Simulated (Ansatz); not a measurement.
# BHF₂ + SiH₃F: a complex and its separated parts

The complex below is one end of an elementary step. How strongly is it bound against its free parts?

The runs use Ansatz 0.2.0, Gaussian basis; PBE0-D4/def2-TZVP structures, single points in def2-TZVPP, no counterpoise correction.

Levels: SPW92, PBE-D4, BLYP-D4, r2SCAN-D4, B97M-V, PBE0-D4, B3LYP-D4, r2SCAN0-D4, BHLYP-D4, CAM-B3LYP-D4, wB97X-V, wB97M-V, B2PLYP, PBE-QIDH, RPA on PBE, Hartree-Fock, MP2, CCSD, CCSD(T).

Correlated methods freeze the cores. B3LYP uses VWN-RPA correlation. B2PLYP carries no dispersion term here.

21 further runs of the same task are left out: 21 set aside as unsound or not needed.

## (1) Starting geometry

The complex: 9 atoms, charge 0, spin multiplicity 1.

Atoms are counted from 1 here; the program's logs count them from 0.

Bond lengths: B1–F3 1.320 Å, B1–F4 1.314 Å, B1–H6 1.190 Å, F2–Si5 1.611 Å, Si5–H7 1.480 Å, Si5–H8 1.479 Å, Si5–H9 1.481 Å. Angles: F3–B1–F4 117.6°, F3–B1–H6 120.9°, F4–B1–H6 121.3°, F2–Si5–H7 107.9°, F2–Si5–H8 108.0°, F2–Si5–H9 107.3°, H7–Si5–H8 111.3°, H7–Si5–H9 111.0°, H8–Si5–H9 111.1°.

As a file:

```
B    -1.8505   -0.7416   -0.4226
F    -0.0566    0.8283    0.5951
F    -0.9386   -1.1313   -1.2930
F    -1.9778   -1.4428    0.6814
Si    1.5185    0.6202    0.3292
H    -2.5779    0.1681   -0.6648
H     1.7961    0.9881   -1.0768
H     1.8430   -0.7998    0.5877
H     2.2438    1.5108    1.2639
```

Its parts: BHF₂ holds atoms 1, 3, 4, 6; SiH₃F holds atoms 2, 5, 7, 8, 9. Each part counts its atoms afresh in its own runs.

## (2) Relaxing BHF₂ alone

Contents of relax-a/in.yaml:

```yaml
crystal:
  periodic: [false, false, false]
  atoms:
    - {symbol: B, position_ang: [-1.850544, -0.741576, -0.422627]}
    - {symbol: F, position_ang: [-0.938560, -1.131257, -1.292985]}
    - {symbol: F, position_ang: [-1.977788, -1.442804, 0.681363]}
    - {symbol: H, position_ang: [-2.577932, 0.168140, -0.664833]}
basis:
  gaussian: {orbitals: def2-TZVP}
hamiltonian: {xc: pbe0, dispersion: d4}
relax: {f_tol: 0.005, max_steps: 200}
```

The command line of these runs was not kept.

Output, shortened:

```text
Functional definition: PBE0
  name "PBE0"
  cite "Adamo & Barone, J. Chem. Phys. 110, 6158 (1999) doi:10.1063/1.478522"
  cite "Perdew, Burke & Ernzerhof, Phys. Rev. Lett. 77, 3865 (1996) doi:10.1103/PhysRevLett.77.3865"
  parent pbe
[...]
525 factors; their error is unknown
[...]
mean field -6125.83825597 eV, -225.1204036645 hartree, gradient 1.3e-5 eV, S^2 0.000000; 0 other end points of the search recorded, 0 dependent functions left out
[...]
reference -6125.83827974 eV, -225.1204045382 hartree; 12, 12 occupied and 87, 87 virtual orbitals, 525 factors
relax step   1: F+E_penalty+E_count = -6125.86206143 eV  Δ(F+E_penalty+E_count) = +0.000e0 eV  max|allowed force component| = 3.877e-1 eV/Å  Δτ_max = 0.0000 Å  (22 SCF iters, accepted)
[...]
relax step   5: F+E_penalty+E_count = -6125.86676657 eV  Δ(F+E_penalty+E_count) = -4.512e-3 eV  max|allowed force component| = 1.327e-1 eV/Å  Δτ_max = 0.0120 Å  (26 SCF iters, accepted)
[...]
relax step   6: F+E_penalty+E_count = -6125.86758749 eV  Δ(F+E_penalty+E_count) = -8.209e-4 eV  max|allowed force component| = 3.462e-3 eV/Å  Δτ_max = 0.0073 Å  (27 SCF iters, accepted)
525 factors; their error is unknown
[...]
mean field -6125.84377639 eV, -225.1206065364 hartree, gradient 2.3e-5 eV, S^2 0.000000; 1 other end points of the search recorded, 0 dependent functions left out
[...]
reference -6125.84380019 eV, -225.1206074111 hartree; 12, 12 occupied and 87, 87 virtual orbitals, 525 factors
Total energy: -6125.86761129 eV, -225.1214824528 hartree
Atom 0 at    -1.860235    -0.755701    -0.432406 Å, force     0.002072    -0.001712    -0.001788 eV/Å
Atom 1 at    -0.936373    -1.125166    -1.289425 Å, force     0.001927    -0.000577    -0.001707 eV/Å
Atom 2 at    -1.974714    -1.436789     0.684468 Å, force    -0.000962    -0.001173     0.003408 eV/Å
Atom 3 at    -2.573501     0.170159    -0.661719 Å, force    -0.003036     0.003462     0.000088 eV/Å
Dipole moment:    -0.110830     0.143829    -0.035514 e Å
```

Run time: 3.2 s. Hardware: 4 threads, shared host; peak memory 0.13 GiB.

The steps of the relaxation: (the energy doesn't fall at every step)

```csv
step,energy from step 1 (eV),largest force component (eV/Å)
1,0.0000,0.3877
2,0.3868,2.6280
3,-0.0002,0.3759
4,0.0018,0.6462
5,-0.0047,0.1327
6,-0.0055,0.0035
```

Distances of close pairs at the start and the end, largest changes first:

```csv
bond,before (Å),after (Å),change (Å)
B1–F2,1.320,1.313,-0.006
B1–H4,1.190,1.191,+0.001
B1–F3,1.314,1.313,-0.001
```

## (3) Relaxing SiH₃F alone

Contents of relax-b/in.yaml:

```yaml
crystal:
  periodic: [false, false, false]
  atoms:
    - {symbol: F, position_ang: [-0.056572, 0.828328, 0.595087]}
    - {symbol: Si, position_ang: [1.518515, 0.620221, 0.329234]}
    - {symbol: H, position_ang: [1.796051, 0.988068, -1.076813]}
    - {symbol: H, position_ang: [1.843012, -0.799804, 0.587692]}
    - {symbol: H, position_ang: [2.243818, 1.510782, 1.263881]}
basis:
  gaussian: {orbitals: def2-TZVP}
hamiltonian: {xc: pbe0, dispersion: d4}
relax: {f_tol: 0.005, max_steps: 200}
```

Output, shortened:

```text
[... 5 set-up lines as earlier in the session ...]
[...]
556 factors; their error is unknown
[...]
mean field -10640.14670629 eV, -391.0181793055 hartree, gradient 4.5e-5 eV, S^2 0.000000; 0 other end points of the search recorded, 0 dependent functions left out
[...]
reference -10640.14673070 eV, -391.0181802029 hartree; 13, 13 occupied and 73, 73 virtual orbitals, 556 factors
relax step   1: F+E_penalty+E_count = -10640.18511420 eV  Δ(F+E_penalty+E_count) = +0.000e0 eV  max|allowed force component| = 4.326e-1 eV/Å  Δτ_max = 0.0000 Å  (20 SCF iters, accepted)
[...]
556 factors; their error is unknown
mean field -10640.14967156 eV, -391.0182882774 hartree, gradient 1.6e-5 eV, S^2 0.000000; 1 other end points of the search recorded, 0 dependent functions left out
[...]
reference -10640.14969597 eV, -391.0182891745 hartree; 13, 13 occupied and 73, 73 virtual orbitals, 556 factors
Total energy: -10640.18814251 eV, -391.0197020587 hartree
Atom 0 at    -0.057874     0.824625     0.591889 Å, force     0.000156    -0.000706    -0.000503 eV/Å
Atom 1 at     1.508144     0.624217     0.333114 Å, force     0.003741     0.002399     0.001587 eV/Å
Atom 2 at     1.798541     0.986787    -1.073933 Å, force    -0.001803    -0.003275    -0.001492 eV/Å
Atom 3 at     1.844800    -0.796334     0.586750 Å, force    -0.001764    -0.000646    -0.002869 eV/Å
Atom 4 at     2.251213     1.508300     1.261261 Å, force    -0.000329     0.002228     0.003276 eV/Å
Dipole moment:     0.258301    -0.033400    -0.042952 e Å
```

Run time: 1.8 s. Hardware: 4 threads, shared host; peak memory 0.13 GiB.

Step by step:

```csv
step,energy from step 1 (eV),largest force component (eV/Å)
1,0.0000,0.4326
2,-0.0021,0.2484
3,-0.0015,0.2863
4,-0.0030,0.0037
```

Distances of close pairs at the start and the end, largest changes first:

```csv
bond,before (Å),after (Å),change (Å)
F1–Si2,1.611,1.600,-0.011
Si2–H4,1.479,1.482,+0.002
Si2–H3,1.480,1.482,+0.002
Si2–H5,1.481,1.482,+0.001
```

## (4) wB97M-V/def2-TZVPP

Contents of parta/in.yaml:

```yaml
crystal:
  periodic: [false, false, false]
  atoms:
    - {symbol: B, position_ang: [-1.860235, -0.755701, -0.432406]}
    - {symbol: F, position_ang: [-0.936373, -1.125166, -1.289425]}
    - {symbol: F, position_ang: [-1.974714, -1.436789, 0.684468]}
    - {symbol: H, position_ang: [-2.573501, 0.170159, -0.661719]}
basis:
  gaussian: {orbitals: def2-TZVPP}
hamiltonian: {xc: {name: wB97M-V}}
```

Contents of partb/in.yaml:

```yaml
crystal:
  periodic: [false, false, false]
  atoms:
    - {symbol: F, position_ang: [-0.057874, 0.824625, 0.591889]}
    - {symbol: Si, position_ang: [1.508144, 0.624217, 0.333114]}
    - {symbol: H, position_ang: [1.798541, 0.986787, -1.073933]}
    - {symbol: H, position_ang: [1.844800, -0.796334, 0.586750]}
    - {symbol: H, position_ang: [2.251213, 1.508300, 1.261261]}
basis:
  gaussian: {orbitals: def2-TZVPP}
hamiltonian: {xc: {name: wB97M-V}}
```

Output in parta, shortened:

```text
Functional definition: wB97M-V
  name "wB97M-V"
  cite "Mardirossian & Head-Gordon, J. Chem. Phys. 144, 214110 (2016) doi:10.1063/1.4952647"
  cite "Becke, J. Chem. Phys. 107, 8554 (1997) doi:10.1063/1.475007"
  cite "Vydrov & Van Voorhis, J. Chem. Phys. 133, 244103 (2010) doi:10.1063/1.3521275"
  # Of w^i u^j: cxij and so on, Table III.
[...]
  gx(w, u) = 1 - cx + cx01*u + cx10*w
  gss(w, u) = css00 + css04*u^4 + css10*w + css20*w^2 + css43*w^4*u^3
  gos(w, u) = cos00 + cos10*w + (cos20 + cos21*u)*w^2 + (cos60 + cos61*u)*w^6
[...]
      + integral(e_c_pw_mod_opposite_spin*gos(b97_w_opposite, b97_u_opposite)) + vv10(b, c)
540 factors; their error is unknown
121 factors; integrals over basis functions are off by at most 1.3e-5 eV
[...]
mean field -6130.44730620 eV, -225.2897831364 hartree, gradient 2.1e-5 eV, S^2 0.000000; 0 other end points of the search recorded, 0 dependent functions left out
reference -6130.44734466 eV, -225.2897845497 hartree; 12, 12 occupied and 95, 95 virtual orbitals, 540 factors
Total energy: -6130.44734466 eV, -225.2897845497 hartree
```

Output in partb, shortened:

```text
[... 5 set-up lines as earlier in the session ...]
  # Of w^i u^j: cxij and so on, Table III.
[...]
  gx(w, u) = 1 - cx + cx01*u + cx10*w
  gss(w, u) = css00 + css04*u^4 + css10*w + css20*w^2 + css43*w^4*u^3
  gos(w, u) = cos00 + cos10*w + (cos20 + cos21*u)*w^2 + (cos60 + cos61*u)*w^6
[...]
      + integral(e_c_pw_mod_opposite_spin*gos(b97_w_opposite, b97_u_opposite)) + vv10(b, c)
624 factors; their error is unknown
142 factors; integrals over basis functions are off by at most 1.1e-5 eV
[...]
mean field -10644.72789162 eV, -391.1865347612 hartree, gradient 2.4e-5 eV, S^2 0.000000; 0 other end points of the search recorded, 0 dependent functions left out
reference -10644.72793098 eV, -391.1865362079 hartree; 13, 13 occupied and 102, 102 virtual orbitals, 624 factors
Total energy: -10644.72793098 eV, -391.1865362079 hartree
```

They took 1.4 s (parta), 1.4 s (partb) on 4 threads, shared host; peak memory 0.2 GiB.

## (5) CCSD(T)/def2-TZVPP

The same edit goes into each in.yaml of step 4 (parta, partb):

```diff
-hamiltonian: {xc: {name: wB97M-V}}
+correlation: {method: ccsd_t}
```

Log of parta, shortened:

```text
Functional definition: HF
  name "HF"
  cite "Fock, Z. Phys. 61, 126 (1930) doi:10.1007/BF01340294"
[... 1 set-up line as earlier in the session ...]
[...]
690 factors; integrals over basis functions are off by at most 1.0e-3 eV
[...]
mean field -6105.31272316 eV, -224.3661042464 hartree, gradient 1.1e-6 eV, S^2 0.000000; 0 other end points of the search recorded, 0 dependent functions left out
3 core orbitals not correlated: weight in the atoms' cores, before any rotation towards them, 1.000 or more for the frozen orbitals, at most 0.000 for the correlated occupied ones
reference -6105.31272316 eV, -224.3661042464 hartree; 9, 9 occupied and 95, 95 virtual orbitals, 690 factors
second order -16.20482654 eV of doubles, -0.00000000 eV of singles
cycle   1  -16.03639844 eV  change    1.7e-1 eV  update   8.1e-2
[...]
cycle   9  -16.41672200 eV  change   -3.0e-6 eV  update   6.2e-6
perturbative correction -0.46352049 eV, -0.0170340640 hartree
Total energy: -6122.19296565 eV, -224.9864417162 hartree
```

partb printed, shortened:

```text
[... 4 set-up lines as earlier in the session ...]
[...]
673 factors; integrals over basis functions are off by at most 8.5e-4 eV
[...]
mean field -10618.75672835 eV, -390.2321121149 hartree, gradient 1.8e-6 eV, S^2 0.000000; 0 other end points of the search recorded, 0 dependent functions left out
6 core orbitals not correlated: weight in the atoms' cores, before any rotation towards them, 1.000 or more for the frozen orbitals, at most 0.000 for the correlated occupied ones
reference -10618.75672835 eV, -390.2321121149 hartree; 7, 7 occupied and 102, 102 virtual orbitals, 673 factors
second order -10.41002561 eV of doubles, -0.00000000 eV of singles
cycle   1  -10.68410634 eV  change   -2.7e-1 eV  update   7.1e-2
[...]
cycle   8  -11.00764376 eV  change    1.7e-5 eV  update   1.3e-5
perturbative correction -0.28076082 eV, -0.0103177699 hartree
Total energy: -10630.04513292 eV, -390.6469533316 hartree
```

Wall times: 2.7 s (parta), 2.3 s (partb) on 4 threads, shared host; peak memory 0.45 GiB.

## (6) MP2/def2-QZVPP

The same edit goes into each in.yaml of step 5 (parta, partb):

```diff
-  gaussian: {orbitals: def2-TZVPP}
-correlation: {method: ccsd_t}
+  gaussian: {orbitals: "def2-QZVPP.json"}
+correlation: {method: mp2}
```

The basis file named in the input lies beside it (Basis Set Exchange, JSON).

parta printed:

```text
[... 4 set-up lines as earlier in the session ...]
  exchange = exact_x
  correlation = 0
1246 factors; integrals over basis functions are off by at most 9.2e-4 eV
mean field evaluation 1: about -6103.7687 eV, gradient 3.3e1 eV
mean field evaluation 2: about -6103.7693 eV, gradient 3.3e1 eV
mean field evaluation 4: about -6105.5787 eV, gradient 2.0e0 eV
mean field evaluation 8: about -6105.5940 eV, gradient 7.1e-2 eV
mean field -6105.59403351 eV, -224.3764422112 hartree, gradient 9.7e-7 eV, S^2 0.000000; 0 other end points of the search recorded, 0 dependent functions left out
3 core orbitals not correlated: weight in the atoms' cores, before any rotation towards them, 1.000 or more for the frozen orbitals, at most 0.000 for the correlated occupied ones
reference -6105.59403351 eV, -224.3764422112 hartree; 9, 9 occupied and 189, 189 virtual orbitals, 1246 factors
second order -17.70655643 eV of doubles, -0.00000000 eV of singles
Total energy: -6123.30058994 eV, -225.0271461579 hartree
```

Log of partb:

```text
[... 6 set-up lines as earlier in the session ...]
1287 factors; integrals over basis functions are off by at most 6.5e-4 eV
mean field evaluation 1: about -10617.7135 eV, gradient 2.6e1 eV
mean field evaluation 2: about -10617.7149 eV, gradient 2.6e1 eV
mean field evaluation 4: about -10619.1353 eV, gradient 1.9e0 eV
mean field evaluation 8: about -10619.1533 eV, gradient 5.8e-2 eV
mean field -10619.15329767 eV, -390.2466857686 hartree, gradient 2.9e-6 eV, S^2 0.000000; 0 other end points of the search recorded, 0 dependent functions left out
6 core orbitals not correlated: weight in the atoms' cores, before any rotation towards them, 1.000 or more for the frozen orbitals, at most 0.000 for the correlated occupied ones
reference -10619.15329767 eV, -390.2466857686 hartree; 7, 7 occupied and 204, 204 virtual orbitals, 1287 factors
second order -11.34669147 eV of doubles, -0.00000000 eV of singles
Total energy: -10630.49998913 eV, -390.6636689889 hartree
```

Wall times: 2 s (parta), 1.8 s (partb) on 4 threads, shared host; peak memory 0.44 GiB.

## (7) Vibrations of BHF₂

Contents of vib-parta/in.yaml:

```yaml
crystal:
  periodic: [false, false, false]
  atoms:
    - {symbol: B, position_ang: [-1.860235, -0.755701, -0.432406]}
    - {symbol: F, position_ang: [-0.936373, -1.125166, -1.289425]}
    - {symbol: F, position_ang: [-1.974714, -1.436789, 0.684468]}
    - {symbol: H, position_ang: [-2.573501, 0.170159, -0.661719]}
basis:
  gaussian: {orbitals: def2-TZVP}
hamiltonian: {xc: pbe0, dispersion: d4}
phonons: {temperatures: {t_min: 298.15, t_max: 900, t_step: 200}}
```

Output, shortened:

```text
[... 5 set-up lines as earlier in the session ...]
[...]
525 factors; their error is unknown
[...]
mean field -6125.84377639 eV, -225.1206065364 hartree, gradient 5.2e-6 eV, S^2 0.000000; 0 other end points of the search recorded, 0 dependent functions left out
[...]
reference -6125.84380019 eV, -225.1206074110 hartree; 12, 12 occupied and 87, 87 virtual orbitals, 525 factors
[... from here to the last solve, the lines of the solves are left out (23 solves) ...]
525 factors; their error is unknown
mean field -6125.84376044 eV, -225.1206059500 hartree, gradient 1.9e-6 eV, S^2 0.000000; 0 other end points of the search recorded, 0 dependent functions left out
[...]
reference -6125.84378424 eV, -225.1206068247 hartree; 12, 12 occupied and 87, 87 virtual orbitals, 525 factors
Total energy: -6125.86761129 eV, -225.1214824527 hartree
Atom 0 at    -1.860235    -0.755701    -0.432406 Å, force     0.002070    -0.001715    -0.001800 eV/Å
Atom 1 at    -0.936373    -1.125166    -1.289425 Å, force     0.001929    -0.000574    -0.001709 eV/Å
Atom 2 at    -1.974714    -1.436789     0.684468 Å, force    -0.000965    -0.001172     0.003417 eV/Å
Atom 3 at    -2.573501     0.170159    -0.661719 Å, force    -0.003035     0.003462     0.000092 eV/Å
Dipole moment:    -0.110830     0.143830    -0.035514 e Å
Vibrations: 539.32 924.84 1088.10 1187.33 1444.75 2695.13 cm⁻¹, zero-point energy 0.488465 eV
```

Wall time 7 s (4 threads, shared host); peak memory 0.13 GiB.

The modes, with what each moves most:

```csv
mode,wavenumber (cm⁻¹),character
1,539,bend
2,925,out-of-plane bend
3,1088,bend
4,1187,B–F stretch
5,1445,B–F stretch
6,2695,B–H stretch
```

Vibrational sums (real modes only):

```csv
T (K),entropy (J/mol/K),heat capacity (J/mol/K)
298,3.4,9.3
498,11.1,21.3
698,19.8,29.6
898,27.9,35.0
```

## (8) Vibrations of SiH₃F

Contents of vib-partb/in.yaml:

```yaml
crystal:
  periodic: [false, false, false]
  atoms:
    - {symbol: F, position_ang: [-0.057874, 0.824625, 0.591889]}
    - {symbol: Si, position_ang: [1.508144, 0.624217, 0.333114]}
    - {symbol: H, position_ang: [1.798541, 0.986787, -1.073933]}
    - {symbol: H, position_ang: [1.844800, -0.796334, 0.586750]}
    - {symbol: H, position_ang: [2.251213, 1.508300, 1.261261]}
basis:
  gaussian: {orbitals: def2-TZVP}
hamiltonian: {xc: pbe0, dispersion: d4}
phonons: {temperatures: {t_min: 298.15, t_max: 900, t_step: 200}}
```

Output, shortened:

```text
[... 5 set-up lines as earlier in the session ...]
[...]
556 factors; their error is unknown
[...]
mean field -10640.14967151 eV, -391.0182882754 hartree, gradient 4.3e-5 eV, S^2 0.000000; 0 other end points of the search recorded, 0 dependent functions left out
[...]
reference -10640.14969592 eV, -391.0182891724 hartree; 13, 13 occupied and 73, 73 virtual orbitals, 556 factors
[... from here to the last solve, the lines of the solves are left out (29 solves) ...]
556 factors; their error is unknown
[...]
mean field -10640.14963882 eV, -391.0182870740 hartree, gradient 1.1e-6 eV, S^2 0.000000; 0 other end points of the search recorded, 0 dependent functions left out
[...]
reference -10640.14966322 eV, -391.0182879709 hartree; 13, 13 occupied and 73, 73 virtual orbitals, 556 factors
Total energy: -10640.18814245 eV, -391.0197020566 hartree
Atom 0 at    -0.057874     0.824625     0.591889 Å, force     0.000179    -0.000707    -0.000508 eV/Å
Atom 1 at     1.508144     0.624217     0.333114 Å, force     0.003719     0.002385     0.001592 eV/Å
Atom 2 at     1.798541     0.986787    -1.073933 Å, force    -0.001804    -0.003275    -0.001491 eV/Å
Atom 3 at     1.844800    -0.796334     0.586750 Å, force    -0.001767    -0.000637    -0.002872 eV/Å
Atom 4 at     2.251213     1.508300     1.261261 Å, force    -0.000328     0.002234     0.003279 eV/Å
Dipole moment:     0.258302    -0.033399    -0.042952 e Å
Vibrations: 722.04 722.48 880.18 955.83 956.39 987.14 2250.19 2257.49 2257.72 cm⁻¹, zero-point energy 0.743251 eV
```

Wall time 7.5 s (4 threads, shared host).

The modes, with what each moves most:

```csv
mode,wavenumber (cm⁻¹),character
1,722,bend
2,722,bend
3,880,Si–F stretch
4,956,bend
5,956,bend
6,987,bend
7,2250,Si–H stretch
8,2257,Si–H stretch
9,2258,Si–H stretch
```

Vibrational sums (real modes only):

```csv
T (K),entropy (J/mol/K),heat capacity (J/mol/K)
298,4.3,14.1
498,16.0,31.8
698,28.8,43.6
898,40.8,51.7
```

## (9) Complex less separated parts

The complex's own energies come from single points at the same levels. Levels not printed above were run the same way.

Rows are in def2-TZVPP; times add the 3 runs of a level on a shared host, so small differences are noise.

Differences are taken before rounding.

```csv
method,rung,complex less parts (kJ/mol),from CCSD(T) (kJ/mol),time
SPW92,LDA,-19.2,-6.0,1.3 s
PBE-D4,GGA,-13.4,-0.2,2 s
BLYP-D4,GGA,-13.6,-0.5,2.2 s
r2SCAN-D4,meta-GGA,-15.3,-2.1,4.5 s
B97M-V,meta-GGA,-13.5,-0.3,8.9 s
PBE0-D4,hybrid,-13.2,0.0,2.6 s
B3LYP-D4,hybrid,-14.3,-1.1,2.4 s
r2SCAN0-D4,hybrid,-14.9,-1.7,4.7 s
BHLYP-D4,hybrid,-16.1,-2.9,2.6 s
CAM-B3LYP-D4,range-separated hybrid,-15.4,-2.2,3.2 s
wB97X-V,range-separated hybrid,-14.4,-1.3,7.2 s
wB97M-V,range-separated hybrid,-14.8,-1.6,8.4 s
B2PLYP,double hybrid,-9.5,+3.7,4.6 s
PBE-QIDH,double hybrid,-10.7,+2.5,4.7 s
RPA on PBE,RPA,-11.9,+1.3,4.6 s
Hartree-Fock,wavefunction,-5.9,+7.3,
MP2,wavefunction,-12.3,+0.9,
CCSD,wavefunction,-12.2,+1.0,
CCSD(T),wavefunction,-13.2,0,100 s
```

Among the levels timed on like hardware and quicker than the yardstick, those that no quicker one beats, quickest first: SPW92 (1.3 s, -6.0 kJ/mol); PBE-D4 (2 s, -0.2 kJ/mol); PBE0-D4 (2.6 s, 0.0 kJ/mol).

PBE0-D4 reaches 0.0 kJ/mol from the reference in 2.6 s, where CCSD(T) took 100 s; the quickest level in the cost chart, SPW92, takes 1.3 s and misses by 6.0 kJ/mol.

The complex's zero-point energy, from a separate PBE0-D4 run, is 1.259 eV.

## (10) Outcome

| quantity | value |
| --- | --- |
| complex less parts, CCSD(T)/def2-TZVPP | -13.2 kJ/mol |
| with zero-point energy | -10.5 kJ/mol |
| largest T1 diagnostic | 0.013 |

In words: At CCSD(T) the complex lies 13.2 kJ/mol below its parts. PBE0-D4 is the best functional here (0.0 kJ/mol from CCSD(T)); SPW92 is the worst (-6.0 kJ/mol). Mean unsigned error by rung: LDA 6.0, GGA 0.3, meta-GGA 1.2, hybrid 1.4, range-separated hybrid 1.7, double hybrid 3.1 kJ/mol. PBE-D4 gives a relative energy 0.2 kJ/mol too low, inside chemical accuracy (1 kcal/mol, 4.2 kJ/mol). No counterpoise was applied, and triple zeta lacks some correlation, so the CCSD(T) reference has a basis error of its own, and close matches with it are partly luck.
